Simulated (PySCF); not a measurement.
**C3H9GeO radical: geometry, EPR parameters**

Aim: predict the EPR parameters of C3H9GeO radical (`CC(C)[O][GeH2]`).

The runs use PySCF 2.14.0, with density-fitted response routines of our own; the level of theory stands in each step. All values are computed, except where a source is named. Atoms are numbered from 0 throughout.

## 1. The molecule as given

14 atoms, charge 0, multiplicity 2; geometry from: GFN2-xTB.

Bonds of the start (Å): C0–C1 1.53, C1–C2 1.53, C1–O3 1.40, O3–Ge4 1.77, C0–H5 1.09, C0–H6 1.09, C0–H7 1.09, C1–H8 1.10, C2–H9 1.09, C2–H10 1.09, C2–H11 1.09, Ge4–H12 1.57, Ge4–H13 1.61.

## 2. Geometry optimisation at PBE0-D3(BJ)/def2-SVP

Job settings and geometry (Å):

```
{"job": {"xc": "PBE0", "basis": "def2-SVP", "d3": "d3bj", "grid": 1, "kind": "geom"}, "charge": 0, "multiplicity": 2}
C     -0.958810     1.252750    -0.280770
C     -0.252240    -0.100680    -0.264230
C     -1.118440    -1.166230     0.405630
O      0.948600    -0.010820     0.457080
Ge     2.565530     0.529580    -0.031630
H     -0.314070     1.996470    -0.747400
H     -1.169520     1.567450     0.738400
H     -1.889950     1.188310    -0.836920
H     -0.048230    -0.412830    -1.300510
H     -0.605300    -2.123900     0.381720
H     -2.069400    -1.256030    -0.111830
H     -1.294920    -0.893340     1.442820
H      3.236510    -0.033470     1.276470
H      2.968880    -0.538200    -1.173150
```

What it wrote:

```text
step   0  E = -2271.03894338  max force = 0.026419
step   1  E = -2271.04556221  max force = 0.006095
step   2  E = -2271.04616379  max force = 0.004661
step   3  E = -2271.04645623  max force = 0.002030
step   4  E = -2271.04651230  max force = 0.001013
step   5  E = -2271.04652830  max force = 0.000426
step   6  E = -2271.04653171  max force = 0.000342
optimisation converged
```

Wall time 54 s (1 thread, shared host).

Step by step:

```csv
step,energy from step 0 (eV),largest force component (eV/Å)
0,0.0000,1.3585
1,-0.1801,0.3134
2,-0.1965,0.2397
3,-0.2044,0.1044
4,-0.2060,0.0521
5,-0.2064,0.0219
6,-0.2065,0.0176
```

Close pairs (by a distance rule), those that changed most:

```csv
bond,before (Å),after (Å),change (Å)
Ge4–H13,1.614,1.561,-0.053
Ge4–H12,1.574,1.549,-0.025
C0–H7,1.086,1.101,+0.014
C2–H10,1.086,1.100,+0.014
C2–H11,1.087,1.101,+0.014
C0–H6,1.087,1.101,+0.014
O3–Ge4,1.774,1.787,+0.014
C2–H9,1.087,1.099,+0.013
```

The next job starts from the end point, and lists it.

```csv
at the end point,value
point group (found at 0.08 Å tolerance),C1
"rotational constants (GHz, main isotopes)","7.414, 1.495, 1.328"
dipole moment (D),1.07
⟨S²⟩,0.752
```

## 3. g tensor and hyperfine couplings: B3LYP/def2-TZVP-core+IGLO-III+pcH-1

Job settings and geometry (Å):

```
{"job": {"kind": "epr"}, "charge": 0, "multiplicity": 2}
C     -0.902475     1.228087    -0.298985
C     -0.236704    -0.133581    -0.182541
C     -1.159350    -1.181292     0.412284
O      0.904357    -0.056714     0.650306
Ge     2.492422     0.475231     0.026640
H     -0.210508     1.966204    -0.734249
H     -1.201208     1.587890     0.697734
H     -1.797183     1.179588    -0.938132
H      0.063228    -0.467995    -1.198171
H     -0.647730    -2.152454     0.472586
H     -2.067759    -1.299006    -0.197566
H     -1.454597    -0.885682     1.430755
H      3.482119     0.024473     1.129991
H      2.734027    -0.285689    -1.314972
```

Level: UKS B3LYP, IGLO-III on C O, def2-TZVP-core on Ge, pcH-1 on H, non-relativistic, mean-field spin-orbit, GIAO.

What it wrote:

```text
UKS, coarse grid
  cycle   1  E = -2271.88423794  |g| = 1.44e+00
  cycle   2  E = -2270.90225541  |g| = 1.78e+00
  cycle   3  E = -2271.81905348  |g| = 8.36e-01
  cycle   4  E = -2272.07310150  |g| = 1.84e-01
  cycle   5  E = -2272.07939761  |g| = 8.24e-02
  cycle   6  E = -2272.08133747  |g| = 1.44e-02
  cycle   7  E = -2272.08141585  |g| = 5.70e-03
  cycle   8  E = -2272.08143403  |g| = 1.06e-03
  cycle   9  E = -2272.08143417  |g| = 3.10e-04
UKS, final grid
  cycle   1  E = -2272.08143607  |g| = 3.96e-04
  cycle   2  E = -2272.08143591  |g| = 7.75e-04
  cycle   3  E = -2272.08143613  |g| = 6.86e-05
  cycle   4  E = -2272.08143613  |g| = 2.89e-05
E = -2272.08143613 Eh   <S^2> = 0.7521 (exact 0.7500)
g shifts (ppm)      1          2          3
  rmc          -175       -175       -175
  gc             21         -8         31
  oz_so       -2740        -42      10919
  total       -2894       -224      10776
hyperfine (MHz)  atom isotope    a_iso     a_fc   dipolar eigenvalues
    0   13C      -1.73      -1.74     -1.46     -0.21      1.67
    1   13C      -4.30      -4.33     -0.93     -0.33      1.26
    2   13C       6.79       6.79     -0.81     -0.78      1.59
    3   17O     -17.11     -16.10    -49.97     24.31     25.66
    4  73Ge    -246.43    -249.49    -56.51     27.89     28.61
    5    1H       1.35       1.35     -3.36     -1.70      5.07
    6    1H      -0.10      -0.10     -1.31     -1.15      2.47
    7    1H      -1.93      -1.93     -1.28     -0.79      2.07
    8    1H       0.00      -0.05     -2.29     -1.51      3.81
    9    1H      -0.47      -0.47     -1.40     -1.02      2.41
   10    1H       2.35       2.35     -0.86     -0.64      1.50
   11    1H      -0.25      -0.24     -1.26     -1.05      2.31
   12    1H     143.53     143.50     -5.98      0.76      5.22
   13    1H     156.53     156.49     -5.93      1.01      4.92
```

Run time: 89 s. Hardware: 1 thread, shared host.

Principal g values 1.99943, 2.00209, 2.01310; g(iso) = 2.00487, against 2.00232 for a free electron.

Mean a(iso) over the nuclei that a row names, and the largest dipolar term of the row (other rows stand at the frozen geometry):

```csv
nuclei,isotope,a(iso) (MHz),"a(iso) (G, at g = 2.0023)",largest dipolar term (MHz)
Ge4,73Ge,-246.4,-87.9,-56.5
"H12, H13",1H,150.0,53.5,-6.0
O3,17O,-17.1,-6.1,-50.0
C1,13C,-4.3,-1.5,1.3
"C0, C2",13C,2.5,0.9,1.7
"H5, H6, H7, H9, H10, H11",1H,0.2,0.1,5.1
H8,1H,0.0,0.0,3.8
```

Mulliken spin populations:

C0 0.01; C1 -0.01; C2 0.01; O3 0.11; Ge4 0.73; H5 0.00; H6 0.00; H7 0.00; H8 0.00; H9 0.00; H10 0.00; H11 0.00; H12 0.08; H13 0.08

In first order the couplings over 0.8 MHz of 1H give 3 distinct lines over 107.1 G, if the averaged nuclei exchange fast.

## 4. Outcome

| quantity | value |
| --- | --- |
| point group | C1 |
| rotational constants (main isotopes) | 7.41, 1.50, 1.33 GHz |
| g(iso) (B3LYP) | 2.00487 |
| ⟨S²⟩ | 0.752 (exact 0.75) |
| largest a(iso) (averaged by class) | 73Ge on Ge4, -246.4 MHz |

In words: The optimisation took 6 steps and gained 0.206 eV; among the close pairs (by a distance rule), Ge4–H13 changed most, from 1.614 to 1.561 Å. Most of the unpaired spin sits on Ge4 (0.73 e). The isotropic g lies 2.6 ppt above the free-electron value. The hyperfine terms hold no scalar relativity, which the heavier nuclei need.
